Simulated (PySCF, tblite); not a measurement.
**C5H12N2: geometry, infrared bands and NMR shifts**

Aim: predict the infrared bands and NMR shifts of C5H12N2 (`CCN(N)C1CC1`).

The runs use tblite 0.8.0 and PySCF 2.14.0, with density-fitted response routines of our own; the level of theory stands in each step. All values are computed, except where a source is named. Atoms are numbered from 0 throughout.

## (1) Starting geometry

19 atoms, charge 0, multiplicity 1; geometry from: force field or distance geometry start.

Bonds of the start (Å): C0–C1 1.52, C1–N2 1.46, N2–N3 1.44, N2–C4 1.49, C4–C5 1.51, C5–C6 1.49, C6–C4 1.51, C0–H7 1.09, C0–H8 1.10, C0–H9 1.08, C1–H10 1.11, C1–H11 1.10, N3–H12 1.02, N3–H13 1.03, C4–H14 1.09, C5–H15 1.07, C5–H16 1.09, C6–H17 1.09, C6–H18 1.09.

## (2) Geometry optimisation with GFN2-xTB

Job settings and geometry (Å):

```
{"job": {"kind": "relax", "xc": "GFN2-xTB", "basis": "xTB"}, "charge": 0, "multiplicity": 1}
C      2.112700     0.679200    -0.306300
C      1.472700    -0.548100     0.321900
N      0.101600    -0.782300    -0.126000
N     -0.348000    -2.054700     0.367600
C     -0.852600     0.227600     0.409500
C     -1.195800     1.438700    -0.431400
C     -2.216500     0.370700    -0.229200
H      2.050200     0.642400    -1.393700
H      1.624400     1.599600     0.034000
H      3.158000     0.746000    -0.026200
H      1.523700    -0.471400     1.423600
H      2.093700    -1.416000     0.047800
H     -1.320300    -2.229900     0.102400
H      0.187100    -2.812000    -0.077800
H     -0.810500     0.385900     1.482400
H     -0.747900     1.531300    -1.400200
H     -1.325500     2.385000     0.090900
H     -2.464300    -0.263500    -1.075100
H     -3.052600     0.580800     0.437700
```

Command:

```console
$ OMP_NUM_THREADS=1 python probes_run.py task.json out
```

The driver reads the jobs from task.json and runs them one after another.

**Question.** This job is followed by: GFN2-xTB harmonic vibrations, gas phase; GIAO PBE0/pcSseg-1 NMR shielding, non-relativistic, gas phase. What will the session give for the following? strongest single infrared mode (GFN2-xTB); zero-point energy (GFN2-xTB); ¹³C shifts against TMS (PBE0/pcSseg-1, means over atoms taken as alike); ¹H shifts against TMS (PBE0/pcSseg-1, means over atoms taken as alike); ¹⁵N shifts against NH3 (PBE0/pcSseg-1); surface potential, 1st and 99th percentile.

As calculated:

```
                                                               quantity                                   value
                              strongest single infrared mode (GFN2-xTB)                   2863 cm⁻¹, 106 km/mol
                                           zero-point energy (GFN2-xTB)                          105.4 kcal/mol
¹³C shifts against TMS (PBE0/pcSseg-1, means over atoms taken as alike)               59.0, 43.8, 16.7, 8.6 ppm
 ¹H shifts against TMS (PBE0/pcSseg-1, means over atoms taken as alike)  2.92, 2.84, 1.29, 1.18, 0.50, 0.47 ppm
                                 ¹⁵N shifts against NH3 (PBE0/pcSseg-1)                        114.5, 108.7 ppm
                                  surface potential, 1st and 99th percentile                      -1.59 V and 1.20 V
```

Relaxing lowered the energy by 0.264 eV in 164 steps; the close pair that moved most is N2–C4, from 1.489 to 1.436 Å. No mode is imaginary among the 51: a minimum at this level. The strongest single mode, at 2863 cm⁻¹, moves mainly H14. Unscaled tight-binding wavenumbers are off by several per cent, some by more. Its intensities can rank the bands wrongly. C1 (sp3 CH2 bonded to N) lies farthest downfield among carbon, at 59.0 ppm; deshielded by the electronegative neighbour. At PBE0/pcSseg-1: The widest tensor belongs to N3: span 157 ppm, with a paramagnetic part of -161 ppm.
